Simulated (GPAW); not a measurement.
The system is Ba2Tl5V3O12.

```
CELL_PARAMETERS angstrom
4.23698 2.44622 6.12840
-4.23698 2.44622 6.12840
0.00000 -4.89244 6.12840
ATOMIC_POSITIONS crystal
Ba 0.50000 0.50000 0.50000
Ba 0.00000 0.00000 0.00000
V 0.50000 0.50000 0.00000
V 0.00000 0.50000 0.50000
V 0.50000 0.00000 0.50000
Tl 0.00000 0.00000 0.50000
Tl 0.50000 0.00000 0.00000
Tl 0.00000 0.50000 0.00000
Tl 0.74045 0.74045 0.74045
Tl 0.25955 0.25955 0.25955
O 0.71652 0.08089 0.41242
O 0.41242 0.71652 0.08089
O 0.08089 0.41242 0.71652
O 0.58758 0.91911 0.28348
O 0.91911 0.28348 0.58758
O 0.28348 0.58758 0.91911
O 0.28348 0.91911 0.58758
O 0.58758 0.28348 0.91911
O 0.91911 0.58758 0.28348
O 0.41242 0.08089 0.71652
O 0.08089 0.71652 0.41242
O 0.71652 0.41242 0.08089
```

The cell was built by a generator and needn't be a form met in nature.

Base run:

| Quantity | Value |
| --- | --- |
| Program | GPAW 26.7.0 |
| Functional | PBE |
| Potentials or basis | GPAW PAW data sets (gpaw-data 1.2.1) |
| Cutoff | 800 eV |
| Basis | pw |
| k mesh | 3 × 3 × 3 |
| Occupations | fermi-dirac, width 0.05 eV |
| Spin | collinear spin, ferromagnetic start |
| Starting moments | [0.0, 0.0, 2.0, 2.0, 2.0, 0.0, 0.0, 0.0, 0.0, 0.0, 0.0, 0.0, 0.0, 0.0, 0.0, 0.0, 0.0, 0.0, 0.0, 0.0, 0.0, 0.0] μB |
| Hubbard terms | V d U = 6 eV |

Its results: pressure 3.6 GPa; net moment 1.64 μB per cell; site moments Ba -0.00; V +0.89; Tl -0.01; O -0.05 μB; largest force 1.322 eV/Å.

Question: The run is repeated on the same cell with these changes: hubbard terms from V d U = 6 eV to V d U = 4 eV. What comes out?

Answer: Pressure 2.1 GPa; net moment 1.36 μB per cell; site moments Ba -0.00; V +0.72; Tl -0.01; O -0.04 μB; largest force 0.861 eV/Å.

Caveats: forces of over 1 eV/Å show positions far from the minimum, so gaps and moduli don't describe the material at rest (some runs).
